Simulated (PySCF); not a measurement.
# C8H7Cl3Si: the cost of one run

Computed with PySCF 2.14.0, with density-fitted response routines of our own, on a single molecule in the gas phase. Atoms are numbered from 0 throughout.

### 1 The starting structure

19 atoms, charge 0, multiplicity 1; geometry from: GFN2-xTB.

Bonds of the start (Å): C0–C1 1.33, C1–C2 1.46, C2–C3 1.40, C3–C4 1.38, C4–C5 1.40, C5–Si6 1.89, Si6–Cl7 2.02, Si6–Cl8 2.03, Si6–Cl9 2.02, C5–C10 1.40, C10–C11 1.38, C11–C2 1.40, C0–H12 1.08, C0–H13 1.08, C1–H14 1.08, C3–H15 1.08, C4–H16 1.08, C10–H17 1.08, C11–H18 1.08.

### 2 Geometry optimisation at PBE0-D3(BJ)/def2-SVP

What the job is given:

```
{"job": {"xc": "PBE0", "basis": "def2-SVP", "d3": "d3bj", "grid": 1, "kind": "geom"}, "charge": 0, "multiplicity": 1}
C     -5.475910     0.345800     1.000730
C     -4.663430    -0.144270     0.071960
C     -3.207330    -0.086620     0.071080
C     -2.467820     0.601130     1.034560
C     -1.089800     0.619870     0.989340
C     -0.387460    -0.046570    -0.016130
Si     1.498460     0.001960    -0.098540
Cl     2.270890     0.370940     1.735220
Cl     2.104580     1.459470    -1.369250
Cl     2.207350    -1.772710    -0.765480
C     -1.127940    -0.731510    -0.980820
C     -2.505970    -0.748960    -0.938770
H     -6.544480     0.248360     0.914790
H     -5.119670     0.855720     1.879090
H     -5.091540    -0.653630    -0.782860
H     -2.974400     1.131060     1.825930
H     -0.543700     1.158890     1.749340
H     -0.614230    -1.258530    -1.771350
H     -3.055370    -1.288340    -1.697430
```

**Question.** How long does this first job take on 8 threads of Arm Neoverse V1, shared host?

About 2.4 min.
